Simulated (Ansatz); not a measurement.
# One shape, several levels: doublet GeClF+

We compute a comparison of 5 runs (UB3LYP/6-31G*, U-r2SCAN/def2-TZVP, UB3LYP/def2-TZVP, UPBE/def2-TZVP, UCCSD(T)/def2-TZVP) of doublet GeClF+. 

The calculation is run with Ansatz 0.2.0.

33 further runs of the same task are left out: 33 set aside as unsound or not needed.

## Step 1: Starting point

GeClF+ has 3 atoms, charge +1, and is taken as a doublet. As SMILES of the parent species, `[F][Ge][Cl]`. Geometry: relaxed at PBE0-D4/def2-TZVP. That shape belongs to the parent species and isn't relaxed for this state.

Bond lengths: F1–Ge2 1.748 Å, Ge2–Cl3 2.180 Å. Angles: F1–Ge2–Cl3 98.3°.

## Step 2: A single-point energy at UB3LYP/6-31G(d) (spherical functions) (run 1)

Input file input.yaml:

```yaml
crystal:
  periodic: [false, false, false]
  atoms:
    - {symbol: F, position_ang: [0.110400, 1.418700, 0.206200]}
    - {symbol: Ge, position_ang: [-0.762800, 0.035600, -0.410300]}
    - {symbol: Cl, position_ang: [0.641600, -1.519100, 0.191000]}
basis:
  gaussian:
    orbitals: 6-31G_st_-spherical.json
total_charge: 1
magnetization:
  spin_polarized: true
  initial_magnetization: 1
hamiltonian:
  xc: {name: B3LYP}
accuracy: high
output:
  orbitals: {seedname: orbitals}
```

The basis set 6-31G* is read from a file made from the Basis Set Exchange's data (not shown).

Run with:

```
$ ansatz run input.yaml --threads 1 --pin off --max-ram 3480MiB --events-out events.jsonl --progress --plain --runs-dir runs
```

The program printed:

```text
Warning: RAYON_NUM_THREADS=1 ignored (pool sized by the plan → 1); use --threads N
Functional definition: B3LYP
  name "B3LYP"
  parameter a0 = 0.2
  parameter ax = 0.72
  parameter ac = 0.81
  exchange = (1 - a0 - ax)*slater_x + ax*b88_x + a0*exact_x
  correlation = (1 - ac)*vwn_rpa_c + ac*lyp_c
1206 factors; integrals over basis functions are off by at most 3.7e-9 eV
mean field evaluation 1: about -71730.7078 eV, gradient 5.5e1 eV
mean field evaluation 2: about -71554.2830 eV, gradient 1.8e2 eV
mean field evaluation 4: about -71738.1934 eV, gradient 2.4e1 eV
mean field evaluation 8: about -71742.1965 eV, gradient 3.1e-1 eV
mean field evaluation 16: about -71742.2467 eV, gradient 1.2e-2 eV
mean field evaluation 32: about -71742.2467 eV, gradient 7.5e-8 eV
mean field -71742.24666499 eV, -2636.4789362970 hartree, gradient 7.5e-8 eV, S^2 0.756836; 2 other end points of the search recorded, 0 dependent functions left out
reference -71742.24669655 eV, -2636.4789374568 hartree; 29, 28 occupied and 35, 36 virtual orbitals, 1206 factors
Total energy: -71742.24669655 eV, -2636.4789374568 hartree
```

Wall time 8.7 s (1 thread of Arm Neoverse V2, shared host); peak memory 0.26 GiB.

## Step 3: The energy at U-r2SCAN/def2-TZVP (run 2)

Input file input.yaml:

```yaml
basis:
  gaussian:
    orbitals: def2-TZVP
crystal:
  periodic: [false, false, false]
  atoms:
    - {symbol: F, position_ang: [0.110400, 1.418700, 0.206200]}
    - {symbol: Ge, position_ang: [-0.762800, 0.035600, -0.410300]}
    - {symbol: Cl, position_ang: [0.641600, -1.519100, 0.191000]}
total_charge: 1
magnetization:
  spin_polarized: true
  initial_magnetization: 1
hamiltonian:
  xc: r2scan
accuracy: high
output: {orbitals: {seedname: orbitals}}
```

Run with:

```
$ ansatz run input.yaml --threads 1 --pin off --max-ram 3480MiB --events-out events.jsonl --progress --plain --runs-dir runs
```

The program printed:

```text
Warning: RAYON_NUM_THREADS=1 ignored (pool sized by the plan → 1); use --threads N
Functional definition: r2SCAN
  name "r2SCAN"
  parameter k0 = 0.174
  parameter k1 = 0.065
  parameter a1 = 4.9479
  exchange = r2scan_x(k0 = k0, k1 = k1, a1 = a1)
  correlation = r2scan_c
1709 factors; integrals over basis functions are off by at most 4.6e-9 eV
mean field evaluation 1: about -71735.6896 eV, gradient 6.3e1 eV
mean field evaluation 2: about -71509.5337 eV, gradient 1.8e2 eV
mean field evaluation 4: about -71742.5198 eV, gradient 3.2e1 eV
mean field evaluation 8: about -71748.6215 eV, gradient 3.1e-1 eV
mean field evaluation 16: about -71748.6205 eV, gradient 1.1e-3 eV
mean field evaluation 32: about -71746.4570 eV, gradient 1.3e1 eV
mean field evaluation 64: about -71746.4570 eV, gradient 1.3e1 eV
mean field -71748.62054081 eV, -2636.7131719130 hartree, gradient 4.6e-8 eV, S^2 0.759107; 6 other end points of the search recorded, 0 dependent functions left out
reference -71748.62054253 eV, -2636.7131719761 hartree; 29, 28 occupied and 87, 88 virtual orbitals, 1709 factors
Total energy: -71748.62054253 eV, -2636.7131719761 hartree
```

It took 58 s on 1 thread of Arm Neoverse V2, shared host; peak memory 0.41 GiB.

Runs 3 to 4 aren't shown in full; the table further down has their settings and results.

## Step 4: A single-point energy at UCCSD(T)/def2-TZVP (run 5)

Input file run.yaml:

```yaml
crystal:
  periodic: [false, false, false]
  atoms:
    - symbol: F
      position_ang: [0.110400, 1.418700, 0.206200]
    - symbol: Ge
      position_ang: [-0.762800, 0.035600, -0.410300]
    - symbol: Cl
      position_ang: [0.641600, -1.519100, 0.191000]
basis:
  gaussian: {orbitals: def2-TZVP}
total_charge: 1
magnetization: {spin_polarized: true, initial_magnetization: 1}
correlation: {method: ccsd_t, frozen_orbitals: {Cl: 5, F: 1, Ge: 9}}
accuracy: high
scf: {omitted_lower_state_checks: [cluster_reference, increment]}
```

Run with:

```
$ ansatz run run.yaml --threads 1 --pin off --max-ram 3480MiB --events-out events.jsonl --progress --plain --runs-dir runs
```

The program printed, shortened:

```text
Warning: RAYON_NUM_THREADS=1 ignored (pool sized by the plan → 1); use --threads N
Functional definition: HF
  name "HF"
[...]
1709 factors; integrals over basis functions are off by at most 4.6e-9 eV
[...]
mean field -71676.87279417 eV, -2634.0764908562 hartree, gradient 6.0e-8 eV, S^2 0.795028; 15 other end points of the search recorded, 0 dependent functions left out
15 core orbitals not correlated: weight in the atoms' cores, before any rotation towards them, 1.000 or more for the frozen orbitals, at most 0.000 for the correlated occupied ones
reference -71676.87279417 eV, -2634.0764908562 hartree; 14, 13 occupied and 87, 88 virtual orbitals, 1709 factors
second order -17.17303582 eV of doubles, -0.00000000 eV of singles
cycle   1  -16.95583028 eV  change    2.2e-1 eV  update   1.2e-1
[...]
cycle  33  -17.59140631 eV  change   -1.2e-9 eV  update   1.7e-9
perturbative correction -0.72875521 eV, -0.0267812600 hartree
Total energy: -71695.19295568 eV, -2634.7497443742 hartree
Checks for a lower state left out: cluster_reference, increment
```

It took 1.7 min on 1 thread of Arm Neoverse V2, shared host; peak memory 1.3 GiB.

## Step 5: All runs side by side

```
run                                level  frozen core orbitals   energy (Eh)  HOMO energy (eV)  LUMO energy (eV)   ⟨S²⟩  wall time
  1  UB3LYP/6-31G* (spherical functions)                     –  -2636.478937            -15.84            -13.53  0.757      8.7 s
  2                   U-r2SCAN/def2-TZVP                     –  -2636.713172            -15.05            -13.85  0.759       58 s
  3                     UB3LYP/def2-TZVP                     –  -2636.853597            -15.90            -13.51  0.757       16 s
  4                       UPBE/def2-TZVP                     –  -2636.209560            -14.75            -14.01  0.753       20 s
  5                   UCCSD(T)/def2-TZVP                    15  -2634.749744                 –                 –  0.795    1.7 min
```

## Step 6: Outcome

```
                                           quantity           value
                                run 5: total energy  -2634.74974 Eh
run 5: correlation energy (15 core orbitals frozen)      -673.3 mEh
                              run 5: (T) correction      -26.78 mEh
           run 5: ⟨S²⟩ of the reference determinant           0.795
                               run 5: T1 diagnostic           0.021
```

Totals of different functionals can't be ranked against each other. All runs together took 3.4 min, the longest 1.7 min.
